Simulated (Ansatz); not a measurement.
**CH₄B₂ClFO: small, medium and large basis sets**

An exercise on one series of results from a longer session: the logs are not shown, and one member is left open.

The runs use Ansatz 0.2.0, Gaussian basis; one geometry, several basis sets.

Plan: PBE0-D4/def2-SVP; ωB97M-V/def2-SVP; PBE0-D4/def2-QZVPP; ωB97M-V/def2-QZVPP; the functionals' def2-TZVPP values are taken from earlier runs.

### The relaxed structure

All runs share one geometry, relaxed beforehand with PBE0-D4 in a triple-zeta def2 set.

10 atoms, charge 0, spin multiplicity 1.

Atoms are counted from 1 here; the program's logs count them from 0.

Bond lengths: C1–O2 1.416 Å, C1–H7 1.091 Å, C1–H8 1.093 Å, C1–H9 1.091 Å, O2–B3 1.341 Å, B3–B4 1.702 Å, B3–H10 1.208 Å, B4–F5 1.319 Å, B4–Cl6 1.764 Å. Angles: O2–C1–H7 108.7°, O2–C1–H8 111.0°, O2–C1–H9 108.7°, H7–C1–H8 109.7°, H7–C1–H9 108.8°, H8–C1–H9 109.8°, C1–O2–B3 122.5°, O2–B3–B4 118.7°, O2–B3–H10 119.3°, B4–B3–H10 122.0°, B3–B4–F5 124.0°, B3–B4–Cl6 119.7°, F5–B4–Cl6 116.3°.

Set-up of the first run:

The input, in.yaml:

```yaml
crystal:
  periodic: [false, false, false]
  atoms:
    - {symbol: C, position_ang: [-0.104651, -1.617526, 0.849457]}
    - {symbol: O, position_ang: [-0.409980, -0.283284, 0.487313]}
    - {symbol: B, position_ang: [0.224669, 0.356547, -0.505387]}
    - {symbol: B, position_ang: [-0.188146, 1.975602, -0.830764]}
    - {symbol: F, position_ang: [-1.135801, 2.339954, -1.673317]}
    - {symbol: Cl, position_ang: [0.714416, 3.278643, -0.057397]}
    - {symbol: H, position_ang: [0.216462, -1.632664, 1.892367]}
    - {symbol: H, position_ang: [0.685888, -2.025646, 0.214005]}
    - {symbol: H, position_ang: [-1.007294, -2.222704, 0.749804]}
    - {symbol: H, position_ang: [1.087437, -0.220224, -1.123281]}
basis:
  gaussian: {orbitals: def2-SVP}
hamiltonian: {xc: pbe0, dispersion: d4}
output: {orbitals: {seedname: orbitals}}
```

Steps of the session up to this table: PBE0-D4 in def2-SVP; ωB97M-V in def2-SVP; PBE0-D4 in def2-QZVPP; ωB97M-V in def2-QZVPP.

One table of the session follows, with a row left open; its other results are not shown here.

It belongs to the step «Functionals by basis». 

```
functional       basis  HOMO (eV)
   PBE0-D4    def2-SVP      -7.99
   PBE0-D4  def2-TZVPP      -8.15
   PBE0-D4  def2-QZVPP      -8.18
   ωB97M-V    def2-SVP     -10.19
   ωB97M-V  def2-TZVPP     -10.38
   ωB97M-V  def2-QZVPP          ?
```

Q: Estimate the row for ωB97M-V, def2-QZVPP from the others.

**Answer.** HOMO (eV): -10.42. In the column «HOMO (eV)» it is the lowest.
